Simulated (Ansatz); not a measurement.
# F₃GaH₃P: basis-set convergence

The task here is to estimate one member of a computed series from the others.

Computed with Ansatz 0.2.0, Gaussian basis. Level: one geometry, several basis sets.

Levels to be run: PBE0-D4/def2-SVP; ωB97M-V/def2-SVP; PBE0-D4/def2-QZVPP; ωB97M-V/def2-QZVPP; the functionals' def2-TZVPP values are taken from earlier runs.

## Structure used throughout

All runs share one geometry, relaxed beforehand with PBE0-D4 in a triple-zeta def2 set.

SMILES `[F][Ga-]([F])([F])[PH3+]`, 8 atoms, charge 0, spin multiplicity 1.

Atoms are counted from 1 here; the program's logs count them from 0.

Bond lengths: F1–Ga2 1.754 Å, Ga2–F3 1.754 Å, Ga2–F4 1.754 Å, Ga2–P5 2.493 Å, P5–H6 1.406 Å, P5–H7 1.406 Å, P5–H8 1.406 Å. Angles: F1–Ga2–F3 117.0°, F1–Ga2–F4 117.0°, F1–Ga2–P5 100.2°, F3–Ga2–F4 117.0°, F3–Ga2–P5 100.1°, F4–Ga2–P5 100.2°, Ga2–P5–H6 117.2°, Ga2–P5–H7 117.2°, Ga2–P5–H8 117.2°, H6–P5–H7 100.7°, H6–P5–H8 100.7°, H7–P5–H8 100.7°.

Set-up of the first run:

in.yaml reads:

```yaml
crystal:
  periodic: [false, false, false]
  atoms:
    - {symbol: F, position_ang: [-0.150421, -2.040264, 1.276939]}
    - {symbol: Ga, position_ang: [0.736087, -1.171020, 0.038419]}
    - {symbol: F, position_ang: [2.309345, -0.537026, 0.483892]}
    - {symbol: F, position_ang: [0.540587, -1.722957, -1.614626]}
    - {symbol: P, position_ang: [-0.581201, 0.944092, -0.044220]}
    - {symbol: H, position_ang: [-1.670515, 1.058755, 0.837469]}
    - {symbol: H, position_ang: [-1.197177, 1.271461, -1.265094]}
    - {symbol: H, position_ang: [0.105494, 2.139760, 0.231321]}
basis:
  gaussian: {orbitals: def2-SVP}
hamiltonian: {xc: pbe0, dispersion: d4}
output: {orbitals: {seedname: orbitals}}
```

Among the steps run: PBE0-D4 in def2-SVP; ωB97M-V in def2-SVP; PBE0-D4 in def2-QZVPP; ωB97M-V in def2-QZVPP.

One table of the session follows, with a row left open; its other results are not shown here.

It belongs to the step «Density functionals: the series». 

| functional | basis | HOMO (eV) |
| --- | --- | --- |
| PBE0-D4 | def2-SVP | ? |
| PBE0-D4 | def2-TZVPP | -9.80 |
| PBE0-D4 | def2-QZVPP | -9.84 |
| ωB97M-V | def2-SVP | -11.86 |
| ωB97M-V | def2-TZVPP | -12.03 |
| ωB97M-V | def2-QZVPP | -12.08 |

**Question.** Estimate the row for PBE0-D4, def2-SVP.

The run gave: HOMO (eV): -9.63. In the column «HOMO (eV)» it is the highest.
